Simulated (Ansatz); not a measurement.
# SbC3: the cost of one run

Method: DFT PBE, scalar-relativistic, plane waves, PAW, in Ansatz 0.2.0.

### Step 1. The structure to begin with

The structure is trigonal, space group R-3m (No. 166). Conventional cell: a = 4.120 Å, b = 4.120 Å, c = 13.456 Å, α = 90.00°, β = 90.00°, γ = 120.00°. Sb (site symmetry -3m) is surrounded by 6 C at 2.06 Å. Around C (site symmetry 2/m) lie 2 Sb at 2.06 Å and 4 C at 2.06 Å.

Structure file:

```xyz
4
Lattice="2.0601 1.1894 4.4853 -2.0601 1.1894 4.4853 0.0000 -2.3788 4.4853" Properties=species:S:1:pos:R:3 pbc="T T T"
Sb    0.0000    0.0000    0.0000
C     0.0000    1.1894    4.4853
C    -1.0301   -0.5947    4.4853
C     1.0301   -0.5947    4.4853
```

Recipe of the guess: random cell by space group and Wyckoff sites (R-3m, No. 166). The dimensions are guesses.

### Step 2. A first look at the guess

input.yaml reads:

```yaml
crystal:
  lattice:
    - [2.06013789, 1.18942117, 4.48533547]
    - [-2.06013789, 1.18942117, 4.48533547]
    - [0.0, -2.37884233, 4.48533547]
  atoms:
    - { symbol: Sb, position: [0.0, 0.0, 0.0] }
    - { symbol: C, position: [0.5, 0.5, 0.0] }
    - { symbol: C, position: [0.0, 0.5, 0.5] }
    - { symbol: C, position: [0.5, 0.0, 0.5] }
basis:
  ecutwfc: 420
kpoints:
  mp_grid: { grid: [6, 6, 6] }
hamiltonian:
  xc: pbe
scf:
  occupations: { method: gaussian, width: 0.1 }
  lower_state_search: "off"
output:
  forces: true
  stress: true
  eigenvalues: true
```

On the command line:

```console
ansatz run input.yaml --threads 1 --pin off --max-ram 2560MiB --backend cpu --events-out ev --progress --plain --runs-dir out
```

What time and memory should one allow on 1 thread of Arm Neoverse N1, shared host?

About 4.3 s, with a peak of 0.34 GiB.
